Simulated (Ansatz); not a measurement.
# Si2NH5F (SMILES F[SiH2]N[SiH2]) at UCCSD/6-31G(d) (spherical functions)

What is the vertical doublet–quartet gap of Si2NH5F at UCCSD/6-31G* (spherical functions)? 

The calculation is run with Ansatz 0.2.0.

74 further runs of the same task are left out: 74 set aside as unsound or not needed.

## Step 1: The molecule

Si2NH5F: 9 atoms, total charge 0, spin state doublet. As SMILES, `F[SiH2]N[SiH2]`. The shape is that of a PBE0-D4/def2-TZVP optimisation. This is one conformer, not always the lowest.

Bond lengths: F1–Si2 1.600 Å, Si2–N3 1.712 Å, N3–Si4 1.736 Å, Si2–H5 1.480 Å, Si2–H6 1.477 Å, N3–H7 1.012 Å, Si4–H8 1.489 Å, Si4–H9 1.494 Å. Some angles: F1–Si2–N3 112.4°, Si2–N3–Si4 128.4°, F1–Si2–H5 106.1°, F1–Si2–H6 106.9°, N3–Si2–H5 109.2°, N3–Si2–H6 108.5°, Si2–N3–H7 115.7°, Si4–N3–H7 115.2°, N3–Si4–H8 106.6°, N3–Si4–H9 109.5°.

## Step 2: A single-point energy at UCCSD/6-31G(d) (spherical functions)

run.yaml reads:

```yaml
basis:
  gaussian:
    orbitals: 6-31G_st_-spherical.json
crystal:
  periodic: [false, false, false]
  atoms:
    - {symbol: F, position_ang: [-1.778200, 1.208900, -1.181800]}
    - {symbol: Si, position_ang: [-0.288000, 1.123600, -0.604900]}
    - {symbol: "N", position_ang: [0.241500, -0.491400, -0.403000]}
    - {symbol: Si, position_ang: [0.023600, -1.533600, 0.967900]}
    - {symbol: H, position_ang: [0.576300, 1.799100, -1.598800]}
    - {symbol: H, position_ang: [-0.302800, 1.779800, 0.718800]}
    - {symbol: H, position_ang: [0.600400, -0.942200, -1.234500]}
    - {symbol: H, position_ang: [-0.246300, -0.650000, 2.136200]}
    - {symbol: H, position_ang: [1.261800, -2.340700, 1.182700]}
magnetization:
  spin_polarized: true
  initial_magnetization: 1
correlation:
  method: ccsd
  frozen_orbitals: {F: 1, H: 0, "N": 1, Si: 5}
accuracy: high
scf:
  omitted_lower_state_checks: [cluster_reference, increment]
```

The basis set 6-31G* is read from a file made from the Basis Set Exchange's data (not shown).

Started as:

```
$ ansatz run run.yaml --threads 1 --pin off --max-ram 3480MiB --events-out events.jsonl --progress --plain --runs-dir runs
```

The program printed (excerpt; [...] marks lines left out):

```text
Warning: RAYON_NUM_THREADS=1 ignored (pool sized by the plan → 1); use --threads N
Functional definition: HF
  name "HF"
[...]
1686 factors; integrals over basis functions are off by at most 3.6e-9 eV
[...]
mean field -19992.13061295 eV, -734.6972488732 hartree, gradient 3.4e-8 eV, S^2 0.753254; 0 other end points of the search recorded, 0 dependent functions left out
12 core orbitals not correlated: weight in the atoms' cores, before any rotation towards them, 1.000 or more for the frozen orbitals, at most 0.000 for the correlated occupied ones
reference -19992.13061295 eV, -734.6972488732 hartree; 13, 12 occupied and 49, 50 virtual orbitals, 1686 factors
second order -12.98667603 eV of doubles, -0.00000000 eV of singles
cycle   1  -13.46962315 eV  change   -4.8e-1 eV  update   9.4e-2
[...]
cycle  22  -13.97775223 eV  change  -9.1e-10 eV  update   2.8e-9
Total energy: -20006.10836518 eV, -735.2109217932 hartree
Checks for a lower state left out: cluster_reference, increment
```

Run time: 26 s. Hardware: 1 thread of Arm Neoverse V2, shared host; peak memory 0.56 GiB.

## Step 3: The quartet at the same level

run.yaml reads:

```yaml
crystal:
  periodic: [false, false, false]
  atoms:
    - symbol: F
      position_ang: [-1.778200, 1.208900, -1.181800]
    - symbol: Si
      position_ang: [-0.288000, 1.123600, -0.604900]
    - symbol: N
      position_ang: [0.241500, -0.491400, -0.403000]
    - symbol: Si
      position_ang: [0.023600, -1.533600, 0.967900]
    - symbol: H
      position_ang: [0.576300, 1.799100, -1.598800]
    - symbol: H
      position_ang: [-0.302800, 1.779800, 0.718800]
    - symbol: H
      position_ang: [0.600400, -0.942200, -1.234500]
    - symbol: H
      position_ang: [-0.246300, -0.650000, 2.136200]
    - symbol: H
      position_ang: [1.261800, -2.340700, 1.182700]
basis:
  gaussian:
    orbitals: 6-31G_st_-spherical.json
magnetization:
  spin_polarized: true
  initial_magnetization: 3
correlation:
  method: ccsd
  frozen_orbitals: {F: 1, H: 0, "N": 1, Si: 5}
accuracy: high
scf:
  omitted_lower_state_checks: [cluster_reference, increment]
```

The basis set 6-31G* is read from a file made from the Basis Set Exchange's data (not shown).

Started as:

```
$ ansatz run run.yaml --threads 1 --pin off --max-ram 3480MiB --events-out events.jsonl --progress --plain --runs-dir runs
```

The program printed (excerpt; [...] marks lines left out):

```text
Warning: RAYON_NUM_THREADS=1 ignored (pool sized by the plan → 1); use --threads N
Functional definition: HF
  name "HF"
[...]
1685 factors; integrals over basis functions are off by at most 3.8e-9 eV
[...]
mean field -19985.41940552 eV, -734.4506165492 hartree, gradient 3.2e-8 eV, S^2 3.763266; 5 other end points of the search recorded, 0 dependent functions left out
12 core orbitals not correlated: weight in the atoms' cores, before any rotation towards them, 1.000 or more for the frozen orbitals, at most 0.000 for the correlated occupied ones
reference -19985.41940552 eV, -734.4506165492 hartree; 14, 11 occupied and 48, 51 virtual orbitals, 1685 factors
second order -12.20122245 eV of doubles, -0.00000000 eV of singles
cycle   1  -12.88548375 eV  change   -6.8e-1 eV  update   9.8e-2
[...]
cycle  36  -13.41970663 eV  change   -1.3e-9 eV  update   1.1e-9
Total energy: -19998.83911215 eV, -734.9437816716 hartree
Checks for a lower state left out: cluster_reference, increment
```

It took 43 s on 1 thread of Arm Neoverse V2, shared host; peak memory 0.56 GiB.

## Step 4: What came out

At UCCSD/6-31G* (spherical functions), 12 core orbitals frozen:

| quantity | value |
| --- | --- |
| doublet: total energy | -735.21092 Eh |
| doublet: correlation energy (12 core orbitals frozen) | -513.7 mEh |
| doublet: ⟨S²⟩ of the reference determinant | 0.753 |
| doublet: T1 diagnostic | 0.014 |
| quartet: total energy | -734.94378 Eh |
| quartet: correlation energy (12 core orbitals frozen) | -493.2 mEh |
| quartet: ⟨S²⟩ of the reference determinant | 3.763 |
| quartet: T1 diagnostic | 0.021 |
| vertical energy of the quartet above the doublet | 7.269 eV |

In words: At this shape the quartet lies 7.27 eV (168 kcal/mol) above the doublet.
